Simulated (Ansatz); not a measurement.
# HfB: the cost of one run

Method: DFT PBE, scalar-relativistic, plane waves, PAW, in Ansatz 0.2.0.

## Step 1: Starting point

The structure is cubic, space group Fm-3m (No. 225). The conventional cell has a = 4.620 Å, b = 4.620 Å, c = 4.620 Å, α = 90.00°, β = 90.00°, γ = 90.00°. Hf (site symmetry m-3m) has 6 B at 2.31 Å in its first shell of neighbours. Around B (site symmetry m-3m) lie 6 Hf at 2.31 Å.

Structure file:

```cif
data_structure
_symmetry_space_group_name_H-M 'Fm-3m'
_symmetry_Int_Tables_number 225
_cell_length_a 4.6200
_cell_length_b 4.6200
_cell_length_c 4.6200
_cell_angle_alpha 90.000
_cell_angle_beta 90.000
_cell_angle_gamma 90.000
_cell_volume 98.61
loop_
_atom_site_label
_atom_site_type_symbol
_atom_site_symmetry_multiplicity
_atom_site_Wyckoff_symbol
_atom_site_fract_x
_atom_site_fract_y
_atom_site_fract_z
_atom_site_occupancy
Hf1 Hf 4 b 0.50000 0.00000 0.00000 1
B1 B 4 a 0.00000 0.00000 0.00000 1
```

The cell is taken as given, not relaxed at this level.

## Step 2: Zero of energy

Reference values: F = -15877.8162 eV; pressure 29.79 GPa; largest force 0.000 eV/Å; gap on the mesh none (metal). It was computed beforehand with the settings of the runs below.

## Step 3: The scan: a tetragonal deformation path

At fixed volume and fractional coordinates, lengths along (0.000, 0.000, 1.000) are scaled against those across it; ρ is that ratio over its starting value.

## Step 4: Point ρ = 0.707

Contents of input.yaml:

```yaml
crystal:
  lattice:
    - [0.0, 2.5930178633, 1.8332636293]
    - [2.5930178633, 0.0, 1.8332636293]
    - [2.5930178633, 2.5930178633, 0.0]
  atoms:
    - { symbol: Hf, position: [0.5, 0.5, 0.5] }
    - { symbol: B, position: [0.0, 0.0, 0.0] }
basis:
  ecutwfc: 420
kpoints:
  mp_grid: { grid: [20, 20, 20] }
hamiltonian:
  xc: pbe
scf:
  occupations: { method: gaussian, width: 0.15 }
output:
  forces: true
  stress: true
  eigenvalues: true
```

Run with:

```bash
ansatz run input.yaml --threads 1 --pin off --max-ram 2560MiB --backend cpu --events-out ev --progress --plain --runs-dir out
```

**Question.** How long does this run take on 1 thread of Arm Neoverse V2, shared host, and how much memory does it need?

About 17 s, with a peak of 0.52 GiB.
